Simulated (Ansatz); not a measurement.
# InH2+ (triplet): wave-function methods side by side at angle H2–In1–H3 = 68.6°, def2-TZVPP

Aim: climb from Hartree-Fock through coupled cluster and multireference methods for InH2+ (triplet) at one geometry and basis, and see what each rung misses.

Method: def2-TZVPP, core rule «outside noble gas», up to 9 orbitals frozen; program: Ansatz 0.2.0, Gaussian basis.

Plan: UHF; CCSD(T) on ROHF; CCSD(T) on UHF; BCCD(T) on ROHF; CCSDT(Q) on ROHF; CCSDT(Q) on UHF; CASSCF and NEVPT2, 4 electrons in 4 orbitals; CASSCF and MRCISD+Q, 4 electrons in 6 orbitals; CASSCF and NEVPT2, 4 electrons in 6 orbitals; Full CI.

13 further runs of the same task are left out: 11 that didn't finish, 2 set aside as unsound or not needed.

### Step 1. The system

The geometry derives from a PBE0/def2-TZVP stationary point (not a proven minimum). One angle is set to the value named; bond lengths are kept. No spin-orbit coupling is included. Elements past krypton take def2 core potentials.

3 atoms, charge 1, spin multiplicity 3.

Atoms are counted from 1 here; the program's logs count them from 0.

Bond lengths: In1–H2 1.966 Å, In1–H3 1.966 Å. Angles: H2–In1–H3 68.6°.

### Step 2. UHF

Input file in.yaml:

```yaml
crystal:
  periodic: [false, false, false]
  atoms:
    - {symbol: In, position_ang: [0.000000, 0.000000, -0.028028]}
    - {symbol: H, position_ang: [0.000000, 1.108090, 1.596371]}
    - {symbol: H, position_ang: [0.000000, -1.108090, 1.596371]}
basis:
  gaussian: {orbitals: def2-TZVPP}
total_charge: 1
magnetization: {spin_polarized: true, initial_magnetization: 2}
hamiltonian: {xc: hf}
output: {orbitals: {seedname: orbitals}}
```

Run with:

```console
> ansatz run in.yaml --threads 1 --pin off --events-out ev --progress --plain --max-ram 2393MiB
```

Further steps of the session: CCSD(T) on ROHF; CCSD(T) on UHF; BCCD(T) on ROHF; CCSDT(Q) on ROHF; CCSDT(Q) on UHF; CASSCF and NEVPT2, 4 electrons in 4 orbitals; CASSCF and MRCISD+Q, 4 electrons in 6 orbitals; CASSCF and NEVPT2, 4 electrons in 6 orbitals; Full CI.

Before running them: what should the planned runs give, taken together? Wanted: FCI below the RHF energy; RMP2 from FCI; UMP2 from FCI; RCCSD from FCI; RCCSD(T) from FCI; UCCSD(T) from FCI; RCCSDT(Q) from FCI; UCCSDT(Q) from FCI; NEVPT2 pair from FCI.

**Answer**, as computed:

| quantity | value |
| --- | --- |
| FCI below the RHF energy | -1.7879 eV |
| RMP2 from FCI | +427.7 meV |
| UMP2 from FCI | +434.1 meV |
| RCCSD from FCI | +37.6 meV |
| RCCSD(T) from FCI | +8.5 meV |
| UCCSD(T) from FCI | -15.0 meV |
| RCCSDT(Q) from FCI | -1.2 meV |
| UCCSDT(Q) from FCI | -24.6 meV |
| NEVPT2 pair from FCI | +382.4 meV |
| NEVPT2 valence from FCI | +164.4 meV |
| MRCISD+Q valence from FCI | +3.1 meV |
| levels within 1 kcal/mol (43 meV) | RCCSD, UCCSD, RCCSD(T), UCCSD(T), BCCD(T), RCCSDT, UCCSDT, RCCSDT(Q), UCCSDT(Q), MRCISD valence, MRCISD+Q valence |
| T1 diagnostic | 0.048 |
| effectively unpaired electrons | 2.03 |

What this shows: RCCSD(T) misses by +8.5 meV, 0.5 % of the correlation energy. CCSD(T) misses by +8.5 meV on the restricted determinant and by -15.0 meV on the unrestricted one; the two need not hold the same state or core. UCCSD(T), UCCSDT, UCCSDT(Q) fall below full CI: unrestricted runs freeze a spin-polarised core, another one than full CI's, and coupled cluster isn't variational. The occupations are near whole numbers, but T1 = 0.048 shows that the orbitals relax strongly. Of the multireference levels listed MRCISD+Q valence comes nearest in total energy (+3.1 meV), which doesn't show that its space is the better one. These misses are within one basis, not against nature; the frozen cores of restricted and unrestricted runs differ, which can shift their rows.
